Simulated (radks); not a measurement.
# Valence configurations of La

NIST gives [Xe] 5d1 6s2 as the ground configuration of La. Does this level of theory agree? Several fillings of the valence shells are run.

Method: Dirac Kohn-Sham, PBE, spin-unpolarised, spherical densities, point nucleus; open shells fill j = l - 1/2 first. Code: radks (a radial shooting solver on a logarithmic mesh, Libxc functionals) version 1.

### 1 What is computed

```
element       : lanthanum (Z = 57)
charge        : 0
electrons     : 57
configuration : [Xe] 5d1 6s2
others tried  : 4f0.5 5d0.5 6s2; 5d1 6s1 6p1; 5d1.5 6s1.5; 4f0.5 5d1 6s1 6p0.5; 5d2 6s1; 5d1 6s1.5 6p0.5; 5d1 6s0.5 6p1.5; 5d0.5 6s2 6p0.5; 4f1 6s2
```

### 2 [Xe] 5d1 6s2

Input:

```text
Z 57
configuration [Xe] 5d1 6s2
relativity Dirac
functional pbe,pbe
spin unpolarised
j_filling energy
nucleus point
c 137.035999084
```

On the command line:

```
python run_ks.py task.json out
```

The same process makes all the runs of this session.

### 3 [Xe] 4f0.5 5d0.5 6s2

Input: that of step 2 with these lines changed.

```diff
@@ -1,3 +1,3 @@
 Z 57
-configuration [Xe] 5d1 6s2
+configuration [Xe] 4f0.5 5d0.5 6s2
 relativity Dirac
```

### 4 [Xe] 5d1 6s1 6p1

Input: that of step 3 with these lines changed.

```diff
@@ -1,3 +1,3 @@
 Z 57
-configuration [Xe] 4f0.5 5d0.5 6s2
+configuration [Xe] 5d1 6s1 6p1
 relativity Dirac
```

### 5 [Xe] 5d1.5 6s1.5

Input: that of step 4 with these lines changed.

```diff
@@ -1,3 +1,3 @@
 Z 57
-configuration [Xe] 5d1 6s1 6p1
+configuration [Xe] 5d1.5 6s1.5
 relativity Dirac
```

### 6 [Xe] 4f0.5 5d1 6s1 6p0.5

Input: that of step 5 with these lines changed.

```diff
@@ -1,3 +1,3 @@
 Z 57
-configuration [Xe] 5d1.5 6s1.5
+configuration [Xe] 4f0.5 5d1 6s1 6p0.5
 relativity Dirac
```

### 7 [Xe] 5d2 6s1

Input:

```text
Z 57
configuration [Xe] 5d2 6s1
relativity Dirac
functional pbe,pbe
spin unpolarised
j_filling energy
nucleus point
c 137.035999084
```

### 8 [Xe] 5d1 6s1.5 6p0.5

Input: that of step 7 with these lines changed.

```diff
@@ -1,3 +1,3 @@
 Z 57
-configuration [Xe] 5d2 6s1
+configuration [Xe] 5d1 6s1.5 6p0.5
 relativity Dirac
```

### 9 [Xe] 5d1 6s0.5 6p1.5

Input: that of step 8 with these lines changed.

```diff
@@ -1,3 +1,3 @@
 Z 57
-configuration [Xe] 5d1 6s1.5 6p0.5
+configuration [Xe] 5d1 6s0.5 6p1.5
 relativity Dirac
```

### 10 [Xe] 5d0.5 6s2 6p0.5

Input: that of step 9 with these lines changed.

```diff
@@ -1,3 +1,3 @@
 Z 57
-configuration [Xe] 5d1 6s0.5 6p1.5
+configuration [Xe] 5d0.5 6s2 6p0.5
 relativity Dirac
```

### 11 [Xe] 4f1 6s2

Input: that of step 10 with these lines changed.

```diff
@@ -1,3 +1,3 @@
 Z 57
-configuration [Xe] 5d0.5 6s2 6p0.5
+configuration [Xe] 4f1 6s2
 relativity Dirac
```

Before running it: what results should come out? Wanted: for each run, valence; E − E(NIST configuration); highest level; its energy; 1s shift.

The runs gave:

| valence | E − E(NIST configuration) (eV) | highest level | its energy (eV) | 1s shift (eV) |
| --- | --- | --- | --- | --- |
| 4f0.5 5d0.5 6s2 | -0.103 | 4f5/2 | -1.867 | +3.23 |
| 5d1 6s2 | 0.000 | 5d3/2 | -3.172 | +0.00 |
| 5d1.5 6s1.5 | 0.304 | 5d3/2 | -2.651 | +0.88 |
| 5d2 6s1 | 0.713 | 5d3/2 | -2.183 | +1.67 |
| 5d0.5 6s2 6p0.5 | 0.988 | 6p1/2 | -1.882 | -1.49 |
| 5d1 6s1.5 6p0.5 | 1.110 | 6p1/2 | -1.703 | -0.52 |
| 4f0.5 5d1 6s1 6p0.5 | 1.368 | 6p1/2 | -1.500 | +3.51 |
| 5d1 6s1 6p1 | 2.241 | 6p1/2 | -1.923 | -1.01 |
| 5d1 6s0.5 6p1.5 | 3.390 | 6p1/2 | -2.128 | -1.50 |

What this shows: This level puts 4f0.5 5d0.5 6s2 lowest, 0.103 eV under the NIST configuration. The energies are those of spherical spin-averaged densities, not of single terms. The 1s eigenvalue shifts by up to 3.51 eV as the valence charge is rearranged.
